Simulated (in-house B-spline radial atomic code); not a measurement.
# Ti⁸⁺: density, ELF and screening along the radius

Aim: the shell structure of Ti⁸⁺ in the radial density, the electron localisation function and the screened nuclear charge, under several settings.

The numbers are computed with in-house B-spline radial atomic code version 1 (several methods, spin-polarised, as named in each step; spherical all-electron atom at the radial basis limit), except any that are marked as measured or tabulated.

**1. The system**

- element: titanium (Z = 22)
- charge: +8
- electrons: 14
- configuration: [Ne] 3s2 3p2
- nucleus: point (non-relativistic runs) or finite (X2C runs)

The outer shells:

[Ne] 3s2 3p2
```
[Ne] core
3s [↑↓]
3p [↑ ][↑ ][  ]
```

Where spins are not typed, each open shell is filled with up spins first.

**2. LDA (VWN5), X2C**

Settings of the run:

```ini
Z = 22
electrons = 14.0
configuration = [Ne] 3s2 3p2
hamiltonian = x2c
method = lda,vwn
spin_polarised = True
nucleus = fermi
rms_radius = 3.5921
mass_number = 48
atomic_mass = 47.947940677
speed_of_light = 137.035999084
```

The run is started by

```sh
$ python run_scf.py task.json out
```

The settings of every run stand in task.json; they run in order.

Main fields of the result record, rounded:

```text
{
  "status": "converged",
  "scf [iteration, energy, orbital gradient]": [
    [1, -822.955112002, 0.998],
    [2, -828.34043653, 0.284],
    [3, -828.723811528, 0.104],
    [4, -828.776410443, 0.0375],
    [5, -828.783799966, 0.0107],
    [6, -828.784429596, 7.41e-05],
    [7, -828.784429631, 2.22e-06],
    [8, -828.784429631, 3.48e-08]
  ],
  "energy [hartree]": {"total": -828.784429631, "kinetic": 836.705182544, "nuclear": -1885.56953751, "coulomb": 255.357534101, "xc": -35.2776087707},
  "orbitals [hartree, bohr; first row names the columns]": [
    ["name", "occ", "eps", "<r>", "<r^2>", "<1/r>", "r_max"],
    ["1s up", 1.0, -184.82777, 0.069461, 0.0065006, 21.974, 0.045355],
    ["1s down", 1.0, -184.78667, 0.069452, 0.006499, 21.976, 0.045351],
    ["2s up", 1.0, -25.885888, 0.32394, 0.12405, 4.5907, 0.26873],
    ["2s down", 1.0, -25.843263, 0.32359, 0.12372, 4.5934, 0.26878],
    ["2p up", 3.0, -22.572558, 0.28803, 0.10221, 4.4751, 0.21841],
    ["2p down", 3.0, -22.520873, 0.28779, 0.10196, 4.4762, 0.21857],
    ["3s up", 1.0, -7.5738589, 0.89686, 0.91535, 1.5942, 0.8182],
    ["3s down", 1.0, -7.3993501, 0.90063, 0.92397, 1.5873, 0.8185],
    ["3p up", 2.0, -6.6396888, 0.91154, 0.95741, 1.5089, 0.8221]
  ],
  "sum_r [bohr^k]": {"-1": 86.18752, "1": 6.134485, "2": 4.62743},
  "radius_at_0.001 [bohr]": 2.083,
  "radius_enclosing_fraction [bohr]": {"0.5": 0.3075, "0.9": 1.008, "0.99": 1.569},
  "slater [hartree]": {
    "F0(3s up,3s up)": 1.0013,
    "F0(3s up,3s down)": 0.99931,
    "F0(3s up,3p up)": 0.99334,
    "G1(3s up,3p up)": 0.66157,
    "F0(3s down,3s down)": 0.9973,
    "F0(3s down,3p up)": 0.99135,
    "F0(3p up,3p up)": 0.98665,
    "F2(3p up,3p up)": 0.50227
  }
}
```

It took 0.14 s on 1 thread, shared host.

radius_at_0.001 is where the density falls to 0.001 electrons per bohr³.

The record's radial tables, every 2nd point:

| r (bohr) | 4πr²n (1/bohr) | ELF | screened charge r·V (e) | reduced gradient s | 4πr²(n↑−n↓) |
| --- | --- | --- | --- | --- | --- |
| 0.00731 | 3.872 | 0.9997 | 21.38 | 0.4894 | -0.0001341 |
| 0.0103 | 6.577 | 0.9996 | 21.13 | 0.4796 | 0.00000 |
| 0.0146 | 10.70 | 0.9993 | 20.78 | 0.4881 | 0.0008215 |
| 0.0207 | 16.16 | 0.9986 | 20.31 | 0.5168 | 0.004188 |
| 0.0293 | 21.92 | 0.9959 | 19.70 | 0.5705 | 0.01565 |
| 0.0415 | 25.74 | 0.9821 | 18.92 | 0.6567 | 0.05013 |
| 0.0587 | 25.20 | 0.8862 | 17.98 | 0.7695 | 0.1392 |
| 0.0831 | 21.07 | 0.4741 | 16.86 | 0.8038 | 0.3286 |
| 0.118 | 19.24 | 0.2586 | 15.50 | 0.5051 | 0.6196 |
| 0.167 | 23.91 | 0.5607 | 13.94 | 0.2919 | 0.8151 |
| 0.236 | 27.50 | 0.8346 | 12.32 | 0.4315 | 0.5572 |
| 0.334 | 19.94 | 0.8122 | 10.92 | 0.7527 | 0.02176 |
| 0.472 | 8.692 | 0.2279 | 9.860 | 1.066 | 0.4994 |
| 0.668 | 5.821 | 0.2887 | 8.989 | 0.4453 | 2.208 |
| 0.946 | 5.101 | 0.8798 | 8.331 | 0.7801 | 2.457 |
| 1.34 | 1.691 | 0.7929 | 8.050 | 1.999 | 0.8742 |
| 1.89 | 0.1466 | 0.1616 | 8.002 | 6.588 | 0.08322 |
| 2.68 | 0.002011 | 0.0007871 | 8.000 | 37.37 | 0.001295 |

**3. PBE, X2C**

The settings differ from step 2 so:

```diff
@@ -4,3 +4,3 @@
 hamiltonian = x2c
-method = lda,vwn
+method = pbe,pbe
 spin_polarised = True
```

Main fields:

```text
{
  "status": "converged",
  "scf [iteration, energy, orbital gradient]": [
    [1, -824.756814759, 1.02],
    [2, -830.261711994, 0.274],
    [3, -830.627299897, 0.1],
    [4, -830.678482172, 0.0367],
    [5, -830.685907833, 0.0102],
    [6, -830.686497899, 7.53e-05],
    [7, -830.686497927, 6.64e-06],
    [8, -830.686497927, 1.18e-07]
  ],
  "energy [hartree]": {"total": -830.686497927, "kinetic": 839.117849352, "nuclear": -1888.14914805, "coulomb": 255.568201425, "xc": -37.2234006544},
  "orbitals [hartree, bohr; first row names the columns]": [
    ["name", "occ", "eps", "<r>"],
    ["1s up", 1.0, -185.29971, 0.069317],
    ["1s down", 1.0, -185.26283, 0.069307],
    ["2s up", 1.0, -25.939598, 0.323],
    ["2s down", 1.0, -25.906812, 0.32277],
    ["2p up", 3.0, -22.581022, 0.28762],
    ["2p down", 3.0, -22.534731, 0.28752],
    ["3s up", 1.0, -7.5915025, 0.89643],
    ["3s down", 1.0, -7.3924937, 0.89991],
    ["3p up", 2.0, -6.6436947, 0.9127]
  ],
  "sum_r [bohr^k]": {"-1": 86.30758, "1": 6.131543, "2": 4.624535}
}
```

It took 0.15 s on 1 thread, shared host.

The record's radial tables, every 4th point:

| r (bohr) | 4πr²n (1/bohr) | ELF | screened charge r·V (e) | reduced gradient s | 4πr²(n↑−n↓) |
| --- | --- | --- | --- | --- | --- |
| 0.00731 | 3.894 | 0.9997 | 21.38 | 0.4896 | -0.0001646 |
| 0.0146 | 10.75 | 0.9993 | 20.78 | 0.4883 | 0.0007310 |
| 0.0293 | 21.99 | 0.9959 | 19.70 | 0.5710 | 0.01539 |
| 0.0588 | 25.20 | 0.8850 | 17.97 | 0.7717 | 0.1389 |
| 0.118 | 19.21 | 0.2573 | 15.50 | 0.5041 | 0.6162 |
| 0.236 | 27.56 | 0.8356 | 12.32 | 0.4313 | 0.5556 |
| 0.473 | 8.597 | 0.2225 | 9.854 | 1.071 | 0.4935 |
| 0.947 | 5.112 | 0.8813 | 8.329 | 0.7841 | 2.472 |
| 1.90 | 0.1403 | 0.1525 | 8.002 | 6.684 | 0.07999 |

**4. Hartree-Fock, X2C**

The settings differ from step 3 so:

```diff
@@ -4,3 +4,3 @@
 hamiltonian = x2c
-method = pbe,pbe
+method = hf
 spin_polarised = True
```

Main fields:

```text
{
  "status": "converged",
  "scf [iteration, energy, orbital gradient]": [
    [1, -824.279519441, 1.04],
    [2, -830.169457714, 0.186],
    [3, -830.278289886, 0.0798],
    [4, -830.298316207, 0.0345],
    [5, -830.302798782, 0.00439],
    [6, -830.302893863, 0.000182],
    [7, -830.302893981, 1.31e-05],
    [8, -830.302893982, 9.03e-07],
    [9, -830.302893982, 6.13e-08]
  ],
  "energy [hartree]": {"total": -830.302893982, "kinetic": 839.191841407, "nuclear": -1888.17843358, "coulomb": 255.052716992, "exact_exchange": -36.3690187985},
  "orbitals [hartree, bohr; first row names the columns]": [
    ["name", "occ", "eps", "<r>"],
    ["1s up", 1.0, -190.91516, 0.069256],
    ["1s down", 1.0, -190.84035, 0.069231],
    ["2s up", 1.0, -27.890604, 0.32035],
    ["2s down", 1.0, -27.831538, 0.31993],
    ["2p up", 3.0, -24.091278, 0.28682],
    ["2p down", 3.0, -23.97996, 0.2871],
    ["3s up", 1.0, -8.1385774, 0.89831],
    ["3s down", 1.0, -7.6918185, 0.90674],
    ["3p up", 2.0, -7.0487201, 0.91741]
  ],
  "sum_r [bohr^k]": {"-1": 86.30818, "1": 6.140409, "2": 4.646186}
}
```

Wall time 0.23 s (1 thread, shared host).

Fields along the radius, from the same record (one point in 4):

| r (bohr) | 4πr²n (1/bohr) | ELF | screened charge r·V (e) | reduced gradient s | 4πr²(n↑−n↓) |
| --- | --- | --- | --- | --- | --- |
| 0.00732 | 3.898 | 0.9997 | 21.37 | 0.4884 | 0.0003273 |
| 0.0147 | 10.85 | 0.9993 | 20.77 | 0.4876 | 0.002080 |
| 0.0294 | 22.06 | 0.9960 | 19.69 | 0.5708 | 0.01779 |
| 0.0589 | 25.20 | 0.8855 | 17.97 | 0.7733 | 0.1395 |
| 0.118 | 19.15 | 0.2543 | 15.50 | 0.5035 | 0.6148 |
| 0.237 | 27.63 | 0.8387 | 12.30 | 0.4328 | 0.5556 |
| 0.475 | 8.439 | 0.2109 | 9.847 | 1.082 | 0.4899 |
| 0.951 | 5.073 | 0.8852 | 8.328 | 0.7840 | 2.456 |
| 1.91 | 0.1358 | 0.1467 | 8.002 | 6.815 | 0.07593 |

**5. OLYP, X2C**

The settings differ from step 4 so:

```diff
@@ -4,3 +4,3 @@
 hamiltonian = x2c
-method = hf
+method = optx,lyp
 spin_polarised = True
```

Main fields:

```text
{
  "status": "converged",
  "scf [iteration, energy, orbital gradient]": [
    [1, -824.989183976, 1.03],
    [2, -830.602958607, 0.266],
    [3, -830.949575703, 0.0988],
    [4, -830.999076919, 0.0368],
    [5, -831.006504589, 0.00952],
    [6, -831.007052199, 0.000171],
    [7, -831.007052215, 8.04e-06],
    [8, -831.007052215, 4.21e-07],
    [9, -831.007052215, 3.02e-08]
  ],
  "energy [hartree]": {"total": -831.007052215, "kinetic": 839.39820377, "nuclear": -1888.59267641, "coulomb": 255.755737686, "xc": -37.5683172632},
  "orbitals [hartree, bohr; first row names the columns]": [
    ["name", "occ", "eps", "<r>"],
    ["1s up", 1.0, -185.29629, 0.069327],
    ["1s down", 1.0, -185.25825, 0.069312],
    ["2s up", 1.0, -25.993118, 0.32252],
    ["2s down", 1.0, -25.969493, 0.32218],
    ["2p up", 3.0, -22.637383, 0.2872],
    ["2p down", 3.0, -22.592743, 0.28705],
    ["3s up", 1.0, -7.6147987, 0.89501],
    ["3s down", 1.0, -7.3772681, 0.90239],
    ["3p up", 2.0, -6.6624827, 0.91148]
  ],
  "sum_r [bohr^k]": {"-1": 86.32722, "1": 6.12645, "2": 4.617532}
}
```

It took 0.16 s on 1 thread, shared host.

Fields along the radius, from the same record (one point in 4):

| r (bohr) | 4πr²n (1/bohr) | ELF | screened charge r·V (e) | reduced gradient s | 4πr²(n↑−n↓) |
| --- | --- | --- | --- | --- | --- |
| 0.00731 | 3.890 | 0.9997 | 21.38 | 0.4891 | 0.00007 |
| 0.0146 | 10.75 | 0.9993 | 20.78 | 0.4879 | 0.001356 |
| 0.0293 | 21.99 | 0.9959 | 19.70 | 0.5706 | 0.01647 |
| 0.0587 | 25.22 | 0.8861 | 17.98 | 0.7712 | 0.1389 |
| 0.118 | 19.22 | 0.2574 | 15.50 | 0.5029 | 0.6192 |
| 0.236 | 27.61 | 0.8359 | 12.31 | 0.4308 | 0.5584 |
| 0.472 | 8.602 | 0.2228 | 9.857 | 1.078 | 0.4828 |
| 0.946 | 5.140 | 0.8824 | 8.329 | 0.7818 | 2.486 |
| 1.89 | 0.1487 | 0.1630 | 8.002 | 6.421 | 0.08164 |

**6. Results**

| run | total energy (hartree) | highest level (eV) | radius holding 50 / 90 / 99 % (bohr) | radius at n = 0.001 (bohr) | ELF minima on the full grid (bohr) |
| --- | --- | --- | --- | --- | --- |
| LDA (VWN5), X2C | -828.7844 | -180.68 | 0.307 / 1.01 / 1.57 | 2.08 | 0.12, 0.56 |
| PBE, X2C | -830.6865 | -180.78 | 0.307 / 1.01 / 1.57 | 2.08 | 0.12, 0.56 |
| Hartree-Fock, X2C | -830.3029 | -191.81 | 0.307 / 1.01 / 1.57 | 2.09 | 0.12, 0.56 |
| OLYP, X2C | -831.0071 | -181.30 | 0.307 / 1.01 / 1.57 | 2.09 | 0.12, 0.56 |

In the first run ELF has 2 minima on the grid, which mark the borders between shells. On the record's full grid the screened charge (r times the electrostatic potential) falls from 21.9 near the nucleus to 8.00 at 3.2 bohr; far out it tends to the net charge, 8. The grid is coarse (about 19 % a step), so the places of minima are rough. For X2C runs ELF uses the non-relativistic kinetic energy density, and the fields carry no picture-change correction.
